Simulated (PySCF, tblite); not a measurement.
# C₅H₇BOSi: geometry, infrared bands and NMR shifts

What infrared bands and NMR shifts should C₅H₇BOSi (`B[Si@@]1(C#C)COC1=C`) show?

Computed with tblite 0.8.0 and PySCF 2.14.0, with density-fitted response routines of our own, on a single molecule in the gas phase. Atoms count from 0, in the outputs and in this text.

## Step 1: The starting structure

15 atoms, charge 0, multiplicity 1; geometry from: force field or distance geometry start.

Bonds of the start (Å): B0–Si1 1.89, Si1–C2 1.80, C2–C3 1.21, Si1–C4 1.86, C4–O5 1.44, O5–C6 1.40, C6–C7 1.32, C6–Si1 1.83, B0–H8 1.18, B0–H9 1.21, C3–H10 1.07, C4–H11 1.09, C4–H12 1.10, C7–H13 1.08, C7–H14 1.07.

## Step 2: Optimising the geometry with GFN2-xTB

Job settings and geometry (Å):

```
{"job": {"kind": "relax", "xc": "GFN2-xTB", "basis": "xTB"}, "charge": 0, "multiplicity": 1}
B      0.326700     1.919900     0.911100
Si     0.454700     0.173900     0.186500
C      1.676600    -0.097400    -1.110900
C      2.488500    -0.263700    -1.986400
C      0.133400    -1.280800     1.308300
O     -0.737000    -1.807500     0.289800
C     -1.188300    -0.553300    -0.144300
C     -2.322900    -0.060500    -0.601600
H      1.289000     2.423300     1.372600
H     -0.426100     2.692200     0.371300
H      3.226900    -0.419800    -2.746600
H     -0.371600    -1.075100     2.253000
H      1.036600    -1.893100     1.461900
H     -3.164600    -0.721200    -0.713300
H     -2.426300     0.971100    -0.873200
```

The run is started by

```bash
OMP_NUM_THREADS=1 python probes_run.py task.json out
```

This one command runs all jobs of the session in turn.

**Question.** This job is followed by: GFN2-xTB harmonic vibrations, gas phase; GIAO PBE0/pcSseg-1 NMR shielding, non-relativistic, gas phase. What will the session give for the following? strongest single infrared mode (GFN2-xTB); zero-point energy (GFN2-xTB); 13C shifts against TMS (PBE0/pcSseg-1); 1H shifts against TMS (PBE0/pcSseg-1, means over atoms taken as alike); 11B shifts against BF3·OEt2 (PBE0/pcSseg-1); 29Si shifts against TMS (PBE0/pcSseg-1); 17O shifts against H2O (PBE0/pcSseg-1); surface potential, 1st and 99th percentile.

**Answer**, as computed:

```
                                                              quantity                                    value
                             strongest single infrared mode (GFN2-xTB)                    1132 cm⁻¹, 102 km/mol
                                          zero-point energy (GFN2-xTB)                            63.3 kcal/mol
                                13C shifts against TMS (PBE0/pcSseg-1)      171.7, 107.6, 103.6, 88.4, 68.2 ppm
1H shifts against TMS (PBE0/pcSseg-1, means over atoms taken as alike)  10.03, 5.05, 4.65, 4.53, 4.22, 2.37 ppm
                           11B shifts against BF3·OEt2 (PBE0/pcSseg-1)                                107.3 ppm
                               29Si shifts against TMS (PBE0/pcSseg-1)                                -31.9 ppm
                                17O shifts against H2O (PBE0/pcSseg-1)                                178.2 ppm
                                 surface potential, 1st and 99th percentile                       -1.44 V and 2.01 V
```

**Reading.** Relaxing lowered the energy by 1.128 eV in 142 steps; the close pair that moved most is Si1–C6, from 1.827 to 1.923 Å. All 39 modes are real, so the xTB geometry is a minimum. The strongest single mode, at 1132 cm⁻¹, has its largest shares on C6, O5 and H13 (the list is cut at 3 atoms). Unscaled tight-binding wavenumbers are off by several per cent, some by more. Its intensities can rank the bands wrongly. The most deshielded carbon is C6 (alkene carbon bearing oxygen), at 171.7 ppm: an sp2 carbon further deshielded by the attached heteroatom. At PBE0/pcSseg-1: The largest span, 292 ppm, is at C2, where the paramagnetic term is -161 ppm. At PBE0/pcSseg-1, counted by nearest atom on the grid, the HOMO lies on C7 35 %; O5 29 %, the LUMO on B0 53 %; H8, H9 about 11 % each.
